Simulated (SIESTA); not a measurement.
## CsLiCr2Te2S3 in SIESTA: the effect of Hubbard term

Crystal: CsLiCr2Te2S3.

```
Cs Li Cr Te S
1.0
     3.42162   -5.18069    0.00784
     3.42162    5.18069    0.00784
    -2.90411    0.00000    7.43093
Cs Li Cr Te S
1 1 2 2 3
Direct
  0.09374 0.09374 0.00853
  0.58875 0.58875 0.55336
  0.05646 0.46755 0.55790
  0.46755 0.05646 0.55790
  0.56486 0.87357 0.29035
  0.87357 0.56486 0.29035
  0.81151 0.39697 0.73347
  0.39697 0.81151 0.73347
  0.21404 0.21404 0.48371
```

The cell was built by a generator and needn't be a form met in nature.

Alike in all runs:

```yaml
Program: SIESTA 5.4.2
Task: density of states
Functional: PBE
Potentials_or_basis: PseudoDojo 0.4 standard (PBE files)
Basis: DZP (energy shift 0.003 Ry; two zetas on semicore shells; d shell added on Cs)
Grid_cutoff: 800 Ry
Energy_shift: 0.003 Ry
k_mesh: 5 × 5 × 4
Occupations: fermi-dirac, width 0.05 eV
Spin: collinear spin, ferromagnetic start
Starting_moments: "[0.0, 0.0, 3.0, 3.0, 0.0, 0.0, 0.0, 0.0, 0.0] μB"
Hubbard_projector_method: 1
U_from_the_first_cycle: yes
broadening_eV: 0.05 eV
window_from_eV: -10 eV
window_to_eV: 5 eV
```

```tsv
Hubbard term	pressure (GPa)	moment (μB)	largest force (eV/Å)
none	0.5	4.02	0.28
Cr d U = 2 eV	2.4	4.76	1.06
Cr d U = 4 eV	?	?	?
Cr d U = 6 eV	5.6	5.88	2.59
```

Problem. What does the run with Hubbard term Cr d U = 4 eV give?

Solution. Pressure 4.1 GPa; moment 5.46 μB; largest force 1.95 eV/Å.

Worked out: A straight line through the other rows of the pressure, of slope 0.843 GPa per eV, gives 4.0 GPa, against the run's 4.1. A straight line through the other rows of the moment, of slope 0.306 μB per eV, gives 5.29 μB, against the run's 5.46. A straight line through the other rows of the largest force, of slope 0.385 eV/Å per eV, gives 1.82 eV/Å, against the run's 1.95.

Caveats: the basis of atomic orbitals isn't converged, which shifts pressures, moduli and gaps; only a ferromagnetic start was run, and an antiferromagnetic order may lie lower in energy; forces of over 1 eV/Å show positions far from the minimum, so gaps and moduli don't describe the material at rest (some runs).
